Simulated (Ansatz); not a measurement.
# Cl2H3O2Si2 radical: relaxing the structure

The task is to find a stationary geometry of Cl2H3O2Si2 radical.

Method: UKS PBE0-D4/def2-TZVP; program: Ansatz 0.2.0, Gaussian basis.

Levels to be run: relaxation at PBE0-D4/def2-TZVP.

1 further run of the same task is left out (set aside as unsound or not needed).

### 1 Starting geometry

9 atoms, charge 0, spin multiplicity 2.

Atoms are counted from 1 here; the program's logs count them from 0.

Bond lengths: O1–Si2 1.615 Å, O1–H7 0.953 Å, Si2–Cl3 1.989 Å, Si2–O4 1.624 Å, Si2–H8 1.448 Å, O4–Si5 1.623 Å, Si5–Cl6 2.013 Å, Si5–H9 1.454 Å. Angles: Si2–O1–H7 122.0°, O1–Si2–Cl3 105.4°, O1–Si2–O4 108.5°, O1–Si2–H8 112.9°, Cl3–Si2–O4 110.5°, Cl3–Si2–H8 112.7°, O4–Si2–H8 106.7°, Si2–O4–Si5 153.3°, O4–Si5–Cl6 109.2°, O4–Si5–H9 106.7°, Cl6–Si5–H9 112.1°.

Coordinates:

| atom | x (Å) | y (Å) | z (Å) |
| --- | --- | --- | --- |
| O1 | -1.36851 | 0.05688 | -1.86000 |
| Si2 | -0.65561 | 0.65015 | -0.53735 |
| Cl3 | 0.74481 | 1.89442 | -1.20466 |
| O4 | 0.01891 | -0.57979 | 0.28017 |
| Si5 | 1.10142 | -1.21609 | 1.30771 |
| Cl6 | 1.27716 | -0.01219 | 2.91188 |
| H7 | -1.88183 | -0.74560 | -1.84056 |
| H8 | -1.58777 | 1.29056 | 0.36694 |
| H9 | 2.35142 | -1.33835 | 0.57587 |

The start is a GFN2-xTB geometry.

### 2 Geometry optimisation, PBE0-D4/def2-TZVP

File in.yaml:

```yaml
crystal:
  periodic: [false, false, false]
  atoms:
    - {symbol: O, position_ang: [-1.368510, 0.056880, -1.860000]}
    - {symbol: Si, position_ang: [-0.655610, 0.650150, -0.537350]}
    - {symbol: Cl, position_ang: [0.744810, 1.894420, -1.204660]}
    - {symbol: O, position_ang: [0.018910, -0.579790, 0.280170]}
    - {symbol: Si, position_ang: [1.101420, -1.216090, 1.307710]}
    - {symbol: Cl, position_ang: [1.277160, -0.012190, 2.911880]}
    - {symbol: H, position_ang: [-1.881830, -0.745600, -1.840560]}
    - {symbol: H, position_ang: [-1.587770, 1.290560, 0.366940]}
    - {symbol: H, position_ang: [2.351420, -1.338350, 0.575870]}
basis:
  gaussian: {orbitals: def2-TZVP}
magnetization: {spin_polarized: true, initial_magnetization: 1}
hamiltonian: {xc: pbe0, dispersion: d4}
relax: {f_tol: 0.005, max_steps: 150}
```

Run with:

```bash
$ ansatz run in.yaml --threads 2 --pin off --events-out ev --progress --plain --max-ram 22528MiB --backend cuda --devices 0, --max-vram 18GiB
```

Before running them: what should the planned runs give, taken together? Wanted: point group; shift from the start; total energy; dispersion term; dipole moment.

The runs gave:

```
                  quantity           value
               point group              C1
                     steps              70
shift from the start (rms)         0.482 Å
              total energy  -44933.2739 eV
           dispersion term        -275 meV
             dipole moment          1.82 D
```

**Reading.** The relaxed geometry lies 0.48 Å (rms) from the start; the bond that changed most is Si2–Cl3, from 1.989 to 2.047 Å. No vibrations were run, so it is not proven to be a minimum. The largest Mulliken charge, +0.58 e, sits on Si2.
